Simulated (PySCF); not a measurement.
**NdH4: other functionals and bases at one geometry**

One table from this session's results is given with a row withheld; the runs are named, their logs left out.

Program: PySCF 2.14.0. Level of theory: several levels, as the steps say, no spin–orbit coupling. These are calculated values, not measurements.

1 further run of the same task is left out (for a known fault of the program).

**The system as given**

5 atoms, charge 0, spin multiplicity 1.

Bond lengths: Nd1–H2 1.950 Å, Nd1–H3 1.950 Å, Nd1–H4 1.950 Å, Nd1–H5 1.950 Å. Angles: H2–Nd1–H3 109.5°, H2–Nd1–H4 109.5°, H2–Nd1–H5 109.5°, H3–Nd1–H4 109.5°, H3–Nd1–H5 109.5°, H4–Nd1–H5 109.5°.

Geometry (Å):

```
atom     x (Å)     y (Å)     z (Å)
 Nd1   0.00000   0.00000   0.00000
  H2   1.12588   1.12588   1.12588
  H3  -1.12588  -1.12588   1.12588
  H4   1.12588  -1.12588  -1.12588
  H5  -1.12588   1.12588  -1.12588
```

Formal oxidation states: Nd +4. Each metal's 2 4f electrons lie in its core potential, so multiplicities, spins and levels count the valence alone. An earlier session relaxed this geometry at PBE0, Nd lcecp-2-SVP with ECP48, H def2-SVP (singlet, point group Td).

At PBE0 on the finer grid: E = -42.240595 Eh, frontier levels not given, since the 4f levels lie in the core, Mulliken charge on Nd1 +1.00 e, largest force component 0.000 eV/Å. 

Levels to run: PBE; B3LYP; PBE0, TZVP. Hardware: 2 threads of AMD EPYC 9R45 (Zen 5), shared host.

Set-up of the first run:

File run.py (the lines that set the calculation):

```python
mol = gto.M(atom='''
Nd     0.00000     0.00000     0.00000
H      1.12588     1.12588     1.12588
H     -1.12588    -1.12588     1.12588
H      1.12588    -1.12588    -1.12588
H     -1.12588     1.12588    -1.12588''',
    basis={'Nd': 'lcecp-2-SVP', 'H': 'def2-SVP'},
    ecp={'Nd': 'lcecp-2-SVP'},
    charge=0, spin=0)
mf = dft.RKS(mol, xc='PBE')
mf.grids.atom_grid = (75, 302)  # f atoms: unpruned, at least (60, 302)
mf = mf.density_fit()  # fitting sets: Nd AutoAux, H def2-universal-JKFIT
mf.conv_tol = 1e-08; mf.max_cycle = 55
mf.kernel(dm0)  # dm0: the density of the relaxed state
```

Run with:

```sh
$ OMP_NUM_THREADS=2 python run.py
```

Steps of the session up to this table: PBE; B3LYP; PBE0, TZVP.

One of the session's tables, all rows but one given; the rest of the session is left out.

```
              level  charge on Nd1 (e)  largest force component (eV/Å)
PBE0 (relaxed here)               1.00                            0.00
                PBE                  ?                               ?
              B3LYP               0.94                            0.07
         PBE0, TZVP               0.97                            0.07
```

Q: Estimate the row for PBE from the others.

**Answer.** charge on Nd1 (e): 0.79; largest force component (eV/Å): 0.08. In the column «charge on Nd1 (e)» it is the lowest.

The largest leftover force, 0.08 eV/Å with PBE, stands at a geometry relaxed at another level. With 4f in the core, its levels are missing from HOMO and gap, and its count is fixed, so no charge can pass from the ligands into it. Total energies of different levels can't be compared.
